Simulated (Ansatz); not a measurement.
# Lu2Al: the cost of one run

Computed with Ansatz 0.2.0 (DFT PBE, scalar-relativistic, plane waves, PAW, unless a step's input says otherwise).

## 1. The system as given

The structure is cubic, space group Fm-3m (No. 225). The conventional cell has a = 6.551 Å, b = 6.551 Å, c = 6.551 Å, α = 90.00°, β = 90.00°, γ = 90.00°. Around Lu (site symmetry -43m) lie 4 Al at 2.84 Å. Al (site symmetry m-3m) has 8 Lu at 2.84 Å as nearest neighbours.

As a file:

```
Lu Al
1.0
     0.00000    3.27531    3.27531
     3.27531    0.00000    3.27531
     3.27531    3.27531    0.00000
Lu Al
2 1
Direct
  0.25000 0.25000 0.25000
  0.75000 0.75000 0.75000
  0.00000 0.00000 0.00000
```

A structure generator made this guess: random cell by space group and Wyckoff sites (Fm-3m, No. 225). Its size is a rough estimate.

## 2. The guess as it stands, on a coarse mesh

input.yaml

```yaml
crystal:
  lattice:
    - [0.0, 3.27531091, 3.27531091]
    - [3.27531091, 0.0, 3.27531091]
    - [3.27531091, 3.27531091, 0.0]
  atoms:
    - { symbol: Lu, position: [0.25, 0.25, 0.25] }
    - { symbol: Lu, position: [0.75, 0.75, 0.75] }
    - { symbol: Al, position: [0.0, 0.0, 0.0] }
basis:
  ecutwfc: 420
kpoints:
  mp_grid: { grid: [4, 4, 4] }
hamiltonian:
  xc: pbe
scf:
  occupations: { method: gaussian, width: 0.1 }
  lower_state_search: "off"
output:
  forces: true
  stress: true
  eigenvalues: true
```

Run with:

```sh
ansatz run input.yaml --threads 1 --pin off --max-ram 2048MiB --backend cpu --events-out ev --progress --plain --runs-dir out
```

Q: Estimate wall time and peak memory on 1 thread of Arm Neoverse V1, shared host.

About 1.8 s, with a peak of 0.3 GiB.
